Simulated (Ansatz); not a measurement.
# Ba2PdO3: the cost of one run

Computed with Ansatz 0.2.0 (DFT LDA+U (U = 3 eV, J = 0.5 eV on Pd d), plane waves, PAW, unless a step's input says otherwise).

## Step 1: Starting point

The structure is orthorhombic, space group Immm (No. 71). The conventional cell has a = 3.836 Å, b = 4.080 Å, c = 13.335 Å, α = 90.00°, β = 90.00°, γ = 90.00°. Around Ba (site symmetry mm2) lie 7 O at 2.69 to 2.80 Å. Around Pd (site symmetry mmm) lie 4 O at 2.03 to 2.04 Å. O (site symmetry mmm) is surrounded by 2 Pd at 2.04 Å and 4 Ba at 2.73 Å. O (site symmetry mm2) has 1 Pd at 2.03 Å and 5 Ba at 2.69 to 2.80 Å as nearest neighbours.

Structure file:

```xyz
6
Lattice="-1.9181 2.0400 6.6675 1.9181 -2.0400 6.6675 1.9181 2.0400 -6.6675" Properties=species:S:1:pos:R:3 pbc="T T T"
Ba    0.0000    0.0000    8.6157
Ba    0.0000    0.0000    4.7193
Pd    0.0000    0.0000    0.0000
O     0.0000    2.0400    0.0000
O     0.0000    0.0000   11.3094
O     0.0000    0.0000    2.0256
```

Magnetic order typed: ferromagnetic.

## Step 2: From atoms, symmetry kept, no search

File input.yaml:

```yaml
crystal:
  lattice:
    - [-1.9181001, 2.04000011, 6.66750036]
    - [1.9181001, -2.04000011, 6.66750036]
    - [1.9181001, 2.04000011, -6.66750036]
  atoms:
    - { symbol: Ba, position: [0.6461, 0.6461, 0.0] }
    - { symbol: Ba, position: [0.3539, 0.3539, 0.0] }
    - { symbol: Pd, position: [0.0, 0.0, 0.0], spin: 2.0 }
    - { symbol: O, position: [0.5, 0.0, 0.5] }
    - { symbol: O, position: [0.8481, 0.8481, 0.0] }
    - { symbol: O, position: [0.1519, 0.1519, 0.0] }
basis:
  ecutwfc: 420
  ecutrho_ratio: 4
kpoints:
  mp_grid: { grid: [7, 7, 7] }
hamiltonian:
  xc: lda
  hubbard: { sites: [{ site: 2, l: d, u: 3.0, j: 0.5 }] }
scf:
  occupations: { method: gaussian, width: 0.05 }
  lower_state_search: "off"
  max_iter: 150
output:
  forces: true
  stress: true
  eigenvalues: true
  populations: true
  hubbard: { sites: [{ site: 2, l: d }] }
magnetization:
  spin_polarized: true
```

The run is started by

```
ansatz run input.yaml --threads 4 --pin off --max-ram 6144MiB --backend cpu --events-out ev --progress --plain --runs-dir out
```

What time and memory should one allow on 4 threads of Arm Neoverse V1, shared host?

About 19 s, with a peak of 0.77 GiB.
